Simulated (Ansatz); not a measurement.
# revPBE/def2-SVPD run of CH3AlF2 (SMILES [CH3][Al]([F])[F])

What is the energy change on altering one bond length of CH3AlF2 at revPBE/def2-SVPD? 

The results are computed with Ansatz 0.2.0.

46 further runs of the same task are left out: 46 set aside as unsound or not needed.

**1. The molecule**

CH3AlF2 has 7 atoms, charge 0, and is taken as a singlet. SMILES: `[CH3][Al]([F])[F]`. The shape is that of a PBE0-D4/def2-TZVP optimisation.

Bond lengths: C1–Al2 1.926 Å, Al2–F3 1.644 Å, Al2–F4 1.644 Å, C1–H5 1.091 Å, C1–H6 1.093 Å, C1–H7 1.093 Å. Angles: C1–Al2–F3 121.5°, C1–Al2–F4 122.4°, F3–Al2–F4 116.1°, Al2–C1–H5 111.8°, Al2–C1–H6 110.6°, Al2–C1–H7 110.6°, H5–C1–H6 108.4°, H5–C1–H7 108.4°, H6–C1–H7 106.8°.

**2. A single-point energy at revPBE/def2-SVPD**

molecule.yaml

```yaml
crystal:
  periodic: [false, false, false]
  atoms:
    - {symbol: C, position_ang: [-0.253600, 0.825900, -0.238700]}
    - {symbol: Al, position_ang: [0.293100, -0.956200, 0.245500]}
    - {symbol: F, position_ang: [1.513200, -1.219500, 1.315500]}
    - {symbol: F, position_ang: [-0.423400, -2.297600, -0.378600]}
    - {symbol: H, position_ang: [-1.075800, 0.816000, -0.956100]}
    - {symbol: H, position_ang: [-0.573400, 1.384500, 0.645100]}
    - {symbol: H, position_ang: [0.581100, 1.378900, -0.678200]}
basis:
  gaussian: {orbitals: def2-SVPD}
hamiltonian: {xc: {name: revPBE}}
accuracy: high
output: {orbitals: {seedname: orbitals}}
```

Launch:

```sh
$ ansatz run molecule.yaml --threads 1 --pin off --max-ram 3480MiB --events-out events.jsonl --progress --plain --runs-dir runs
```

The log of the run:

```text
Warning: RAYON_NUM_THREADS=1 ignored (pool sized by the plan → 1); use --threads N
Functional definition: revPBE
  name "revPBE"
  parameter kappa = 1.245
  parameter beta = 0.06672455060314922
  exchange = pbe_x(kappa = kappa, mu = beta*pi^2/3)
  correlation = pbe_c(beta = beta)
2236 factors; integrals over basis functions are off by at most 3.2e-9 eV
mean field evaluation 1: about -13099.1677 eV, gradient 7.6e1 eV
mean field evaluation 2: about -13071.1638 eV, gradient 1.4e2 eV
mean field evaluation 4: about -13110.4481 eV, gradient 9.2e0 eV
mean field evaluation 8: about -13110.6427 eV, gradient 1.3e-1 eV
mean field evaluation 16: about -13110.6428 eV, gradient 5.1e-6 eV
mean field -13110.64277986 eV, -481.8072354471 hartree, gradient 6.2e-8 eV, S^2 0.000000; 0 other end points of the search recorded, 0 dependent functions left out
reference -13110.64278575 eV, -481.8072356635 hartree; 20, 20 occupied and 94, 94 virtual orbitals, 2236 factors
Total energy: -13110.64278575 eV, -481.8072356635 hartree
```

Run time: 8.1 s. Hardware: 1 thread of Arm Neoverse V1, shared host; peak memory 0.31 GiB.

**3. The distorted shape, same level**

input.yaml

```yaml
crystal:
  periodic: [false, false, false]
  atoms:
    - {symbol: C, position_ang: [0.002233, 0.379033, -0.945720]}
    - {symbol: Al, position_ang: [0.548933, -1.403067, -0.461520]}
    - {symbol: F, position_ang: [1.769033, -1.666367, 0.608480]}
    - {symbol: F, position_ang: [-0.167567, -2.744467, -1.085620]}
    - {symbol: H, position_ang: [-0.819967, 0.369133, -1.663120]}
    - {symbol: H, position_ang: [-0.573400, 1.384500, 0.645100]}
    - {symbol: H, position_ang: [0.836933, 0.932033, -1.385220]}
basis:
  gaussian:
    orbitals: def2-SVPD
hamiltonian:
  xc: {name: revPBE}
accuracy: high
output: {orbitals: {seedname: orbitals}}
```

Launch:

```sh
$ ansatz run input.yaml --threads 1 --pin off --max-ram 3480MiB --events-out events.jsonl --progress --plain --runs-dir runs
```

The log of the run, shortened:

```text
Warning: RAYON_NUM_THREADS=1 ignored (pool sized by the plan → 1); use --threads N
[... 6 set-up lines as earlier in the session ...]
2276 factors; integrals over basis functions are off by at most 3.5e-9 eV
mean field evaluation 1: about -13093.1535 eV, gradient 7.9e1 eV
mean field evaluation 2: about -13050.4117 eV, gradient 1.5e2 eV
mean field evaluation 4: about -13105.9615 eV, gradient 2.3e1 eV
mean field evaluation 8: about -13107.4761 eV, gradient 6.8e-1 eV
mean field evaluation 16: about -13107.4777 eV, gradient 6.7e-5 eV
mean field -13107.47772178 eV, -481.6909217080 hartree, gradient 6.1e-9 eV, S^2 0.000000; 0 other end points of the search recorded, 0 dependent functions left out
reference -13107.47772787 eV, -481.6909219317 hartree; 20, 20 occupied and 94, 94 virtual orbitals, 2276 factors
Total energy: -13107.47772787 eV, -481.6909219317 hartree
```

Wall time 8.7 s (1 thread of Arm Neoverse V1, shared host); peak memory 0.32 GiB.

**4. Outcome**

Level: revPBE/def2-SVPD.

```
                                                         quantity          value
                                        first shape: total energy  -481.80724 Eh
                                         first shape: HOMO energy       -7.96 eV
                                         first shape: LUMO energy       -1.49 eV
                                       first shape: HOMO–LUMO gap        6.47 eV
                                    distorted shape: total energy  -481.69092 Eh
                                     distorted shape: HOMO energy       -7.60 eV
                                     distorted shape: LUMO energy       -3.62 eV
                                   distorted shape: HOMO–LUMO gap        3.99 eV
energy change with the C1–H6 bond stretched from 1.093 to 1.968 Å       3.165 eV
```

In words: With the C1–H6 bond stretched from 1.093 to 1.968 Å the energy rises by 3.17 eV (305 kJ/mol). The first shape isn't relaxed at this level, so the change isn't measured from a minimum.
